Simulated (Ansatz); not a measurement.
# Ni (fcc type): how the settings move a single-point run

Question: which choices in the input matter for Ni (fcc type)?

Computed with Ansatz 0.2.0 (reference: DFT, PBE, all-electron LAPW, scalar-relativistic, unless a step's input says otherwise).

1 further run of the same task is left out (it didn't finish).

## Step 1: The starting structure

Symmetry: Fm-3m, No. 225, cubic system. Conventional cell: a = 3.519 Å, b = 3.519 Å, c = 3.519 Å, α = 90.00°, β = 90.00°, γ = 90.00°. Ni (site symmetry m-3m) is surrounded by 12 Ni at 2.49 Å.

Coordinates:

```xyz
2
Lattice="-1.7593 1.7593 0.0000 0.0000 0.0000 3.5186 1.7593 1.7593 0.0000" Properties=species:S:1:pos:R:3 pbc="T T T"
Ni    0.0000    0.0000    0.0000
Ni    0.0000    1.7593    1.7593
```

## Step 2: The reference run

Input file input.yaml:

```yaml
crystal:
  lattice:
    - [-1.7593077733, 1.7593077733, 0.0]
    - [0.0, 0.0, 3.5186155466]
    - [1.7593077733, 1.7593077733, 0.0]
  atoms:
    - { symbol: Ni, position: [0.0, 0.0, 0.0], spin: 1.0 }
    - { symbol: Ni, position: [0.5, 0.5, 0.5], spin: 1.0 }
magnetization:
  spin_polarized: true
kpoints:
  mp_grid: { grid: [15, 10, 15] }
scf:
  occupations: { method: fermi_dirac, width: 0.05 }
hamiltonian:
  xc: pbe
  pseudopotentials: { kind: all_electron, lapw: { basis_error: 0.001 } }
output:
  forces: true
  stress: true
  eigenvalues: true
```

The run is started by

```bash
$ ansatz run input.yaml --threads 3 --pin off --max-ram 9216MiB --backend cpu --events-out ev --progress --plain --runs-dir out
```

## Step 3: Changed: occupations.method tetrahedron, dr2_threshold 1.0e-06, width left out

Edit input.yaml of step 2 so:

```diff
@@ -13,3 +13,4 @@
 scf:
-  occupations: { method: fermi_dirac, width: 0.05 }
+  occupations: { method: tetrahedron }
+  convergence: { dr2_threshold: 1.0e-06 }
 hamiltonian:
```

**Question.** What will these runs give? Wanted: for each run, ending; energy change; pressure; abs. moment; force.

The runs gave:

| run | ending | energy change | pressure (GPa) | abs. moment (μB) | force (eV/Å) | cycles | time |
| --- | --- | --- | --- | --- | --- | --- | --- |
| reference | converged | 0 | 0.0 | 1.48 | 0.00 | 9 | 40 s |
| 1: occupations.method tetrahedron, dr2_threshold 1.0e-06, width left out | converged | +0.7 meV/atom (σ→0) | -0.2 | 1.43 | 0.00 | 13 | 53 s |

Residual by cycle in the longest SCF loop of each run; runs are numbered as in the table. The quantity is the density residual dr2, in eV.

```csv
cycle,reference,run 1
1,0.00356,0.0041
2,0.00192,0.00169
3,0.00175,0.001
4,6.2e-5,1.1e-5
5,4.0e-6,1.7e-5
6,4.4e-7,7.9e-7
8,5.7e-12,5.5e-7
9,1.7e-12,2.7e-7
10,-,6.2e-6
11,-,1.6e-7
12,-,1.2e-8
13,-,2.4e-11
```

**Reading.** Changing the smearing and convergence setting moves the energy by +0.7 meV/atom (σ→0 values). Cost: 13 SCF cycles against 9.
